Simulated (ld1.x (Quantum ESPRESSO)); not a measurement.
**Pseudopotential generation for indium: PAW, LDA (PW92)**

Aim: build the potential from the settings below, then test how well it stands in for the atom: other configurations, scattering, ghost states and the plane-wave cutoff that it needs.

Method: ld1.x (Quantum ESPRESSO) 7.5, LDA (PW92), scalar-relativistic.

## (1) Starting point

The settings as typed:

- element: indium (In, Z = 49)
- type: PAW
- frozen core: [Kr]
- valence charge: 13
- reference configuration: 4d10 5s1.5 5p0 (charge +1.5)
- partial waves: 5s (bound): rcut 1.55, rcutus 1.95 bohr; 5s channel at -0.9 Ry: rcut 1.55, rcutus 1.95 bohr; 5p (bound, empty): rcut 1.60, rcutus 2.00 bohr; 5p channel at -0.55 Ry: rcut 1.60, rcutus 2.00 bohr; 4d (bound): rcut 0.95, rcutus 1.25 bohr; 4d channel at -1.1 Ry: rcut 0.95, rcutus 1.25 bohr
- local potential: all-electron potential smoothed inside 1.75 bohr (lloc = -1)
- core correction: Bessel-smoothed model core inside 0.80 bohr
- augmentation charge: PSQ, inside the norm-conserving radii

## (2) Generating the potential

The input, In.in:

```
 &input
   title='In', zed=49., rel=1, dft='PW', iswitch=3,
   config='[Kr] 4d10 5s1.5 5p0',
   nld=3, rlderiv=2.20, eminld=-4.0, emaxld=5.0, deld=0.02
 /
 &inputp
   pseudotype=3, lpaw=.true., tm=.true., lloc=-1, rcloc=1.75,
   nlcc=.true., new_core_ps=.true., rcore=0.80,
   which_augfun='PSQ', rmatch_augfun_nc=.true.,
   file_pseudopw='In.UPF', file_wfcaegen='ae.wfc', file_wfcncgen='nc.wfc', file_beta='beta', file_chi='chi', file_wfcusgen='us.wfc'
 /
6
5S  1  0   1.50   0.00  1.55  1.95  0.0
5S  1  0   0.00  -0.90  1.55  1.95  0.0
5P  2  1   0.00   0.00  1.60  2.00  0.0
5P  2  1   0.00  -0.55  1.60  2.00  0.0
4D  3  2  10.00   0.00  0.95  1.25  0.0
4D  3  2   0.00  -1.10  0.95  1.25  0.0
 &test
   configts(1)='4d10 5s1.5 5p0'
 /
```

The run is started by

```console
ld1.x < In.in > In.out
```

Output in In.out (without the banner and most projector matrices):

```text
     Program LD1 v.7.5
     --------------------------- All-electron run ----------------------------

     In
     scalar relativistic calculation

     atomic number is 49.00
     dft =PW   lsd =0 sic =0 latt =0  beta=0.20 tr2=1.0E-14
     Exchange-correlation= PW
                           (   1   4   0   0   0   0   0)
     mesh =1241 r(mesh) = 100.30140 a.u. xmin = -7.00 dx = 0.01250
     1 Ry =  13.60569312 eV, c = 137.03599908

     n l     nl                  e(Ry)          e(Ha)          e(eV)
     1 0     1S 1( 2.00)     -2038.4104     -1019.2052    -27733.9866
     2 0     2S 1( 2.00)      -306.0710      -153.0355     -4164.3077
     2 1     2P 1( 6.00)      -274.9830      -137.4915     -3741.3346
     3 0     3S 1( 2.00)       -58.7995       -29.3997      -800.0074
     3 1     3P 1( 6.00)       -48.6181       -24.3090      -661.4826
     4 0     4S 1( 2.00)        -9.7181        -4.8591      -132.2219
     4 1     4P 1( 6.00)        -6.6743        -3.3371       -90.8081
     3 2     3D 1(10.00)       -32.7619       -16.3810      -445.7490
     4 2     4D 1(10.00)        -2.3069        -1.1535       -31.3874
     5 0     5S 1( 1.50)        -1.4430        -0.7215       -19.6323
     5 1     5P 1( 0.00)        -0.9200        -0.4600       -12.5171

     final scf error:  4.9E-15 reached in  24 iterations

     Etot =  -11751.841625 Ry,   -5875.920812 Ha, -159891.950773 eV

     Ekin =   12245.980414 Ry,    6122.990207 Ha,  166615.051499 eV
     Encl =  -28381.691870 Ry,  -14190.845935 Ha, -386152.589890 eV
     Eh   =    4691.739977 Ry,    2345.869988 Ha,   63834.374337 eV
     Exc  =    -307.870145 Ry,    -153.935073 Ha,   -4188.786720 eV

     normalization and overlap integrals

     s(1S/1S) =  1.000000  <r> =   0.0297  <r2> =    0.0012  r(max) =   0.0192
     s(2S/2S) =  1.000000  <r> =   0.1286  <r2> =    0.0195  r(max) =   0.1090
     s(2P/2P) =  1.000000  <r> =   0.1122  <r2> =    0.0154  r(max) =   0.0870
     s(3S/3S) =  1.000000  <r> =   0.3492  <r2> =    0.1395  r(max) =   0.3153
     s(3P/3P) =  1.000000  <r> =   0.3476  <r2> =    0.1402  r(max) =   0.3075
     s(4S/4S) =  1.000000  <r> =   0.8476  <r2> =    0.8141  r(max) =   0.7658
     s(4P/4P) =  1.000000  <r> =   0.9214  <r2> =    0.9723  r(max) =   0.8152
     s(3D/3D) =  1.000000  <r> =   0.3246  <r2> =    0.1252  r(max) =   0.2581
     s(4D/4D) =  1.000000  <r> =   1.1741  <r2> =    1.6492  r(max) =   0.9354
     s(5S/5S) =  1.000000  <r> =   2.3889  <r2> =    6.4478  r(max) =   2.0817
     s(5P/5P) =  1.000000  <r> =   2.9444  <r2> =    9.8451  r(max) =   2.5110

     ------------------------ End of All-electron run ------------------------

     --------------------- Generating PAW atomic setup --------------------

      Generating local potential from pseudized AE potential:
      Matching radius rcloc =   1.7500

      Local pseudo, rcloc= 1.747 Estimated cut-off energy=     7.82 Ry

      Computing core charge for nlcc:

       r > 0.81 : true rho core
      Core charge pseudized with two Bessel functions
      Integrated core pseudo-charge :  11.35
      Wfc-us  5S rcutus= 1.931  Estimated cut-off energy=    11.54 Ry
      Wfc-us  5S rcutus= 1.931  Estimated cut-off energy=    12.21 Ry
      Wfc-us  5P rcutus= 1.980  Estimated cut-off energy=    17.91 Ry
      Wfc-us  5P rcutus= 1.980  Estimated cut-off energy=    18.30 Ry
      Wfc-us  4D rcutus= 1.263  Estimated cut-off energy=    72.15 Ry
      Wfc-us  4D rcutus= 1.263  Estimated cut-off energy=    76.54 Ry

     Required augmentation: PSQ   radius:    2.000000

     Q pseudized with Bessel functions
     Expected ecutrho=     562.5476 due to l1=  2   l2=  2

     Estimated PAW energy = -399.057628 Ryd

     The PAW screened D coefficients
     0.84625     0.81599     0.00000     0.00000     0.00000     0.00000
     0.81599     0.78652     0.00000     0.00000     0.00000     0.00000
     0.00000     0.00000     0.25472     0.33582     0.00000     0.00000
     0.00000     0.00000     0.33582     0.44153     0.00000     0.00000
     0.00000     0.00000     0.00000     0.00000    -3.25305    -2.11368
     0.00000     0.00000     0.00000     0.00000    -2.11368    -1.37328

     The PAW descreened D coefficients (US)
     1.18417     1.10013     0.00000     0.00000     0.00000     0.00000
     1.10013     1.02195     0.00000     0.00000     0.00000     0.00000
     0.00000     0.00000     0.72574     0.90438     0.00000     0.00000
     0.00000     0.00000     0.90438     1.12667     0.00000     0.00000
     0.00000     0.00000     0.00000     0.00000    -2.44129    -1.47353
     0.00000     0.00000     0.00000     0.00000    -1.47353    -1.17444

     ------------------- End of pseudopotential generation -------------------

     [... the all-electron block is printed once more ...]


     Computing logarithmic derivative in   2.20218
     Computing logarithmic derivative in   2.20218
     Computing the partial wave expansion
     R is outside the sphere for l=    0 j= 0.00
     R is outside the sphere for l=    0 j= 0.00
     R is outside the sphere for l=    1 j= 0.00
     R is outside the sphere for l=    1 j= 0.00
     R is outside the sphere for l=    2 j= 0.00
     R is outside the sphere for l=    2 j= 0.00

     ---------------------- Testing the pseudopotential ----------------------

     In
     scalar relativistic calculation

     atomic number is 49.00   valence charge is 13.00
     dft = SLA  PW   NOGX NOGC   lsd =0 sic =0 latt =0  beta=0.20 tr2=1.0E-14
     mesh =1241 r(mesh) = 100.30140 xmin = -7.00 dx = 0.01250

     n l     nl             e AE (Ry)        e PS (Ry)    De AE-PS (Ry)
     3 2     4D   1(10.00)       -2.30693       -2.30694        0.00001
     1 0     5S   1( 1.50)       -1.44295       -1.44296        0.00001
     2 1     5P   1( 0.00)       -0.91999       -0.91999        0.00000

     eps = 5.3E-16  iter =  4

     Etot =  -11751.841625 Ry,   -5875.920812 Ha, -159891.950773 eV
     Etotps =  -399.057667 Ry,    -199.528834 Ha,   -5429.456156 eV

     Ekin =     220.568382 Ry,     110.284191 Ha,    3000.985717 eV
     Encl =    -403.756791 Ry,    -201.878396 Ha,   -5493.390997 eV
     Ehrt =      92.000867 Ry,      46.000434 Ha,    1251.735570 eV
     Ecxc =    -307.870125 Ry,    -153.935063 Ha,   -4188.786445 eV
     (Ecc =     -21.639774 Ry,     -10.819887 Ha,    -294.424122 eV)

     ---------------------- End of pseudopotential test ----------------------
```

It took 1.8 s on 1 thread of Neoverse-V2, shared host. (Generation and the later configuration tests together.)

Partial waves on a coarse radial grid (AE all-electron, PS pseudo):

```csv
r (bohr),4d AE,4d PS
0.100,-0.2719,0.0057
0.200,-0.5171,0.0433
0.300,-0.3605,0.1336
0.400,-0.0049,0.2789
0.500,0.3613,0.4623
0.600,0.6514,0.6539
0.700,0.8448,0.8203
0.800,0.9512,0.9359
0.900,0.9908,0.9903
1.000,0.9840,0.9893
1.100,0.9473,0.9505
1.200,0.8929,0.8932
1.300,0.8291,0.8291
1.400,0.7616,0.7616
1.500,0.6941,0.6941
1.600,0.6286,0.6286
1.700,0.5667,0.5667
1.800,0.5090,0.5090
1.900,0.4558,0.4558
2.000,0.4071,0.4071
2.100,0.3629,0.3629
2.200,0.3228,0.3228
2.300,0.2868,0.2868
2.400,0.2544,0.2544
2.500,0.2254,0.2254
2.600,0.1995,0.1995
```

## (3) Configuration tests

The input, In.test.in:

```
 &input
   title='In', zed=49., rel=1, dft='PW', iswitch=2,
   config='[Kr] 4d10 5s1.5 5p0'
 /
 &test
   file_pseudo='In.UPF', nconf=10,
   configts(1)='4d10 5s1.5 5p0',
   configts(2)='4d10 5s2 5p1',
   configts(3)='4d10 5s2 5p0',
   configts(4)='4d10 5s1 5p0',
   configts(5)='4d10 5s0 5p0',
   configts(6)='4d10 5s1 5p2',
   configts(7)='4d9 5s2 5p2',
   configts(8)='4d9 5s0 5p0',
   configts(9)='4d10 5s1.5 5p0', lsdts(9)=1,
   configts(10)='4d10 5s2 5p1', lsdts(10)=1
 /
```

The run is started by

```console
ld1.x < In.test.in > In.test.out
```

In.test.out, the pseudopotential blocks:

```text
     ---------------------- Testing the pseudopotential ----------------------

     In
     scalar relativistic calculation

     atomic number is 49.00   valence charge is 13.00
     dft =SLA  PW   NOGX NOGC   lsd =0 sic =0 latt =0  beta=0.20 tr2=1.0E-14
     mesh =1241 r(mesh) = 100.30140 xmin = -7.00 dx = 0.01250

     n l     nl             e AE (Ry)        e PS (Ry)    De AE-PS (Ry)
     3 2     4D   1(10.00)       -2.30693       -2.30694        0.00001
     1 0     5S   1( 1.50)       -1.44295       -1.44296        0.00001
     2 1     5P   1( 0.00)       -0.91999       -0.91999        0.00000

     eps = 5.3E-16  iter =  4

     Etot =  -11751.841624 Ry,   -5875.920812 Ha, -159891.950773 eV
     Etotps =  -399.057667 Ry,    -199.528834 Ha,   -5429.456156 eV

     Ekin =     220.568382 Ry,     110.284191 Ha,    3000.985717 eV
     Encl =    -403.756791 Ry,    -201.878396 Ha,   -5493.390997 eV
     Ehrt =      92.000867 Ry,      46.000434 Ha,    1251.735570 eV
     Ecxc =    -307.870125 Ry,    -153.935063 Ha,   -4188.786445 eV
     (Ecc =     -21.639774 Ry,     -10.819887 Ha,    -294.424122 eV)

     ---------------------- End of pseudopotential test ----------------------

     ---------------------- Testing the pseudopotential ----------------------

     In
     [...]
     n l     nl             e AE (Ry)        e PS (Ry)    De AE-PS (Ry)
     3 2     4D   1(10.00)       -1.37571       -1.37546       -0.00025
     1 0     5S   1( 2.00)       -0.62342       -0.62337       -0.00004
     2 1     5P   1( 1.00)       -0.19830       -0.19830       -0.00000

     eps = 9.0E-16  iter =  9

     Etot =  -11752.893633 Ry,   -5876.446817 Ha, -159906.264080 eV
     Etotps =  -400.109866 Ry,    -200.054933 Ha,   -5443.772047 eV
     dEtot_ae =      -1.052009 Ry
     dEtot_ps =      -1.052199 Ry,   Delta E=       0.000190 Ry

     [...]
     ---------------------- End of pseudopotential test ----------------------

     ---------------------- Testing the pseudopotential ----------------------

     In
     [...]
     n l     nl             e AE (Ry)        e PS (Ry)    De AE-PS (Ry)
     3 2     4D   1(10.00)       -1.92985       -1.92952       -0.00033
     1 0     5S   1( 2.00)       -1.12470       -1.12465       -0.00006
     2 1     5P   1( 0.00)       -0.63883       -0.63881       -0.00002

     eps = 1.3E-15  iter =  8

     Etot =  -11752.482873 Ry,   -5876.241436 Ha, -159900.675402 eV
     Etotps =  -399.699019 Ry,    -199.849509 Ha,   -5438.182191 eV
     dEtot_ae =      -0.641248 Ry
     dEtot_ps =      -0.641352 Ry,   Delta E=       0.000103 Ry

     [...]
     ---------------------- End of pseudopotential test ----------------------

     ---------------------- Testing the pseudopotential ----------------------

     In
     [...]
     n l     nl             e AE (Ry)        e PS (Ry)    De AE-PS (Ry)
     3 2     4D   1(10.00)       -2.70187       -2.70246        0.00059
     1 0     5S   1( 1.00)       -1.77296       -1.77310        0.00014
     2 1     5P   1( 0.00)       -1.21433       -1.21440        0.00007

     eps = 5.8E-16  iter =  7

     Etot =  -11751.038221 Ry,   -5875.519110 Ha, -159881.019906 eV
     Etotps =  -398.254090 Ry,    -199.127045 Ha,   -5418.522939 eV
     dEtot_ae =       0.803404 Ry
     dEtot_ps =       0.803577 Ry,   Delta E=      -0.000173 Ry

     [...]
     ---------------------- End of pseudopotential test ----------------------

     ---------------------- Testing the pseudopotential ----------------------

     In
     [...]
     n l     nl             e AE (Ry)        e PS (Ry)    De AE-PS (Ry)
     3 2     4D   1(10.00)       -3.53761       -3.54038        0.00277
     1 0     5S   1( 0.00)       -2.45397       -2.45477        0.00079
     2 1     5P   1( 0.00)       -1.82176       -1.82231        0.00055

     eps = 5.2E-16  iter =  7

     Etot =  -11748.926184 Ry,   -5874.463092 Ha, -159852.284180 eV
     Etotps =  -396.141294 Ry,    -198.070647 Ha,   -5389.776876 eV
     dEtot_ae =       2.915441 Ry
     dEtot_ps =       2.916373 Ry,   Delta E=      -0.000933 Ry

     [...]
     ---------------------- End of pseudopotential test ----------------------

     ---------------------- Testing the pseudopotential ----------------------

     In
     [...]
     n l     nl             e AE (Ry)        e PS (Ry)    De AE-PS (Ry)
     3 2     4D   1(10.00)       -1.49341       -1.49354        0.00013
     1 0     5S   1( 1.00)       -0.69670       -0.69670       -0.00000
     2 1     5P   1( 2.00)       -0.24920       -0.24920       -0.00000

     eps = 9.2E-15  iter =  8

     Etot =  -11752.457134 Ry,   -5876.228567 Ha, -159900.325204 eV
     Etotps =  -399.673347 Ry,    -199.836673 Ha,   -5437.832908 eV
     dEtot_ae =      -0.615509 Ry
     dEtot_ps =      -0.615680 Ry,   Delta E=       0.000171 Ry

     [...]
     ---------------------- End of pseudopotential test ----------------------

     ---------------------- Testing the pseudopotential ----------------------

     In
     [...]
     n l     nl             e AE (Ry)        e PS (Ry)    De AE-PS (Ry)
     3 2     4D   1( 9.00)       -1.78309       -1.79682        0.01374  !
     1 0     5S   1( 2.00)       -0.77283       -0.77348        0.00065
     2 1     5P   1( 2.00)       -0.28253       -0.28255        0.00002

     eps = 3.6E-15  iter = 16

     Etot =  -11751.554996 Ry,   -5875.777498 Ha, -159888.050999 eV
     Etotps =  -398.764716 Ry,    -199.382358 Ha,   -5425.470350 eV
     dEtot_ae =       0.286628 Ry
     dEtot_ps =       0.292951 Ry,   Delta E=      -0.006323 Ry

     [...]
     ---------------------- End of pseudopotential test ----------------------

     ---------------------- Testing the pseudopotential ----------------------

     In
     [...]
     n l     nl             e AE (Ry)        e PS (Ry)    De AE-PS (Ry)
     3 2     4D   1( 9.00)       -4.80155       -4.82961        0.02807  !
     1 0     5S   1( 0.00)       -3.35000       -3.35650        0.00650  !
     2 1     5P   1( 0.00)       -2.62536       -2.63012        0.00477

     eps = 4.7E-18  iter =  9

     Etot =  -11744.764838 Ry,   -5872.382419 Ha, -159795.666182 eV
     Etotps =  -391.964885 Ry,    -195.982443 Ha,   -5332.953942 eV
     dEtot_ae =       7.076787 Ry
     dEtot_ps =       7.092782 Ry,   Delta E=      -0.015995 Ry

     [...]
     ---------------------- End of pseudopotential test ----------------------

     ---------------------- Testing the pseudopotential ----------------------

     In
     [...]
     n l     nl             e AE (Ry)        e PS (Ry)    De AE-PS (Ry)
     3 2     4D   1( 5.00)       -2.31067       -2.31070        0.00003
     1 0     5S   1( 1.00)       -1.45738       -1.45736       -0.00003
     2 1     5P   1( 0.00)       -0.93317       -0.93315       -0.00001
     3 2     4D   2( 5.00)       -2.30221       -2.30221       -0.00000
     1 0     5S   2( 0.50)       -1.42667       -1.42671        0.00005
     2 1     5P   2( 0.00)       -0.90495       -0.90497        0.00002

     eps = 7.3E-16  iter =  6

     Etot =  -11751.845450 Ry,   -5875.922725 Ha, -159892.002820 eV
     Etotps =  -399.061485 Ry,    -199.530743 Ha,   -5429.508106 eV
     dEtot_ae =      -0.003825 Ry
     dEtot_ps =      -0.003818 Ry,   Delta E=      -0.000007 Ry

     [...]
     ---------------------- End of pseudopotential test ----------------------

     ---------------------- Testing the pseudopotential ----------------------

     In
     [...]
     n l     nl             e AE (Ry)        e PS (Ry)    De AE-PS (Ry)
     3 2     4D   1( 5.00)       -1.37499       -1.37474       -0.00024
     1 0     5S   1( 1.00)       -0.63695       -0.63689       -0.00006
     2 1     5P   1( 1.00)       -0.21317       -0.21317       -0.00000
     3 2     4D   2( 5.00)       -1.36946       -1.36919       -0.00027
     1 0     5S   2( 1.00)       -0.60236       -0.60234       -0.00003
     2 1     5P   2( 0.00)       -0.17571       -0.17572        0.00001

     eps = 5.5E-15  iter = 11

     Etot =  -11752.902911 Ry,   -5876.451456 Ha, -159906.390312 eV
     Etotps =  -400.119141 Ry,    -200.059571 Ha,   -5443.898247 eV
     dEtot_ae =      -1.061287 Ry
     dEtot_ps =      -1.061474 Ry,   Delta E=       0.000188 Ry

     [...]
     ---------------------- End of pseudopotential test ----------------------
```

Excitation and ionisation energies from 4d10 5s1.5 5p0, with the error of the potential. Spin-polarised rows fill open shells by Hund's rule and count from the unpolarised reference.

```csv
valence configuration,charge,ΔE all-electron (eV),error AE − PS (meV)
4d10 5s2 5p1,0,-14.313,+2.6
4d10 5s2 5p0,+1,-8.725,+1.4
4d10 5s1 5p0,+2,10.931,-2.4
4d10 5s0 5p0,+3,39.667,-13
4d10 5s1 5p2,0,-8.374,+2.3
4d9 5s2 5p2,0,3.900,-86
4d9 5s0 5p0,+4,96.285,-218
4d10 5s1.5 5p0 (spin-polarised),+1.5,-0.052,-0.1
4d10 5s2 5p1 (spin-polarised),0,-14.440,+2.6
```

## (4) Logarithmic derivatives

Taken from the files of the generation run. The phase is arctan(r·u′/u) with u = r·R, unwrapped, with energies in Ry. A pole is an energy at which the radial function vanishes at the test radius. The pseudo phase is shifted by a multiple of π to meet the all-electron one at the reference energy. Levels narrower than the energy grid can be missing from the poles. The last column is the largest difference on the grid between −1 and +1 Ry.

```tsv
channel	radius (bohr)	reference (Ry)	poles AE	poles PS	window around the reference with phases within 0.05 rad (Ry)	largest difference near zero (rad)
s	2.20	-1.44	1.85	-3.87, 1.84	above -3.8	0.000
p	2.20	-0.92	3.50	3.58	the whole range	0.000
d	2.20	-2.31	-2.00	-2.00	the whole range	0.000
```

Phases (rad) along the scan:

```csv
E (Ry),p AE,p PS,s AE,s PS
-4.00,1.293,1.322,1.220,4.350
-3.52,1.262,1.268,1.164,1.166
-3.04,1.222,1.225,1.077,1.078
-2.56,1.168,1.168,0.928,0.928
-2.08,1.086,1.086,0.631,0.630
-1.60,0.953,0.953,0.007,0.007
-1.12,0.705,0.705,-0.726,-0.726
-0.64,0.209,0.209,-1.117,-1.117
-0.16,-0.498,-0.498,-1.304,-1.304
0.32,-0.973,-0.973,-1.410,-1.410
0.80,-1.210,-1.209,-1.478,-1.478
1.28,-1.339,-1.339,-1.527,-1.527
1.76,-1.420,-1.419,-1.565,-1.565
2.24,-1.476,-1.474,-1.597,-1.597
2.72,-1.519,-1.516,-1.625,-1.625
3.20,-1.552,-1.548,-1.652,-1.653
3.68,-1.581,-1.576,-1.679,-1.681
4.16,-1.607,-1.600,-1.709,-1.712
4.64,-1.631,-1.622,-1.742,-1.749
```

## (5) Plane-wave convergence, by spherical Bessel functions

This step uses the generator's waves and projectors in a separate script. Basis: spherical Bessel functions vanishing at 20 bohr, q² up to the cutoff; potential fixed at the reference.

All-electron valence levels (Ry): 5s -1.4429, 5p -0.9200, 4d -2.3069. The lowest levels of each channel (Ry) by cutoff; the last column sums, over occupied levels, occupation times the distance from the level at 400 Ry. A positive value at high cutoff is not a bound level.

```csv
cutoff (Ry),s #1,s #2,p #1,p #2,d #1,f #1,Σ f·Δε (mRy)
8,-1.4452,-0.6171,-0.9319,-0.3098,-0.7061,-0.1582,16012.0
21,-3.4661,-1.4428,-3.8068,-0.9198,-1.4568,-0.1585,8501.8
40,-3.6434,-1.4430,-4.0755,-0.9200,-2.1929,-0.1585,1141.5
70,-3.6459,-1.4430,-4.0770,-0.9200,-2.3060,-0.1585,10.2
80,-3.6459,-1.4430,-4.0770,-0.9200,-2.3061,-0.1585,9.5
110,-3.6459,-1.4430,-4.0770,-0.9200,-2.3068,-0.1585,2.0
160,-3.6459,-1.4430,-4.0771,-0.9200,-2.3070,-0.1585,0.6
200,-3.6459,-1.4430,-4.0771,-0.9200,-2.3070,-0.1585,0.2
400,-3.6459,-1.4430,-4.0771,-0.9200,-2.3070,-0.1585,0.0
```

The sum stays within 10 mRy from 80 Ry and within 1 mRy from 160 Ry. The sum leaves out empty levels, which can need more. Ghost test: ghost states, bound below the all-electron valence or empty levels of the same l: p at -55.5 eV, s at -49.6 eV.

## (6) Outcome

| quantity | value |
| --- | --- |
| cutoffs for 10 and 1 mRy, occupied levels | 80 Ry and 160 Ry |
| bound ghosts | p at -55.47 eV, s at -49.61 eV |
| largest test error (AE − PS), unpolarised tests | -218 meV, for 4d9 5s0 5p0 |
| largest phase difference near zero energy, channels read | 0.000 rad |
| lowest eigenvalue of the overlap (Bessel basis) | 0.525 (s) |
| density cutoff estimated by the generator | 563 Ry |

What this shows: A bound ghost (p, s) makes it unfit for use: electrons can fall into a state that the atom doesn't have. The worst unpolarised test, 4d9 5s0 5p0, is off by 218 meV on 96.3 eV; by total energies transferability rates as fair for so large an energy. That test lies far up in energy; among those under 40 eV, nearer to bonding, the largest error is 86 meV. By its cutoff, 80 Ry for the looser tolerance, it is hard. The slowest occupied level is 4d: taken alone it needs 80 Ry to come within 1 mRy, against 12 Ry for 5s. Near zero energy the phases of the channels with partial waves agree within 0.001 rad. The pseudo curves have a pole with no partner nearby in the atom's: s at -3.87 Ry.
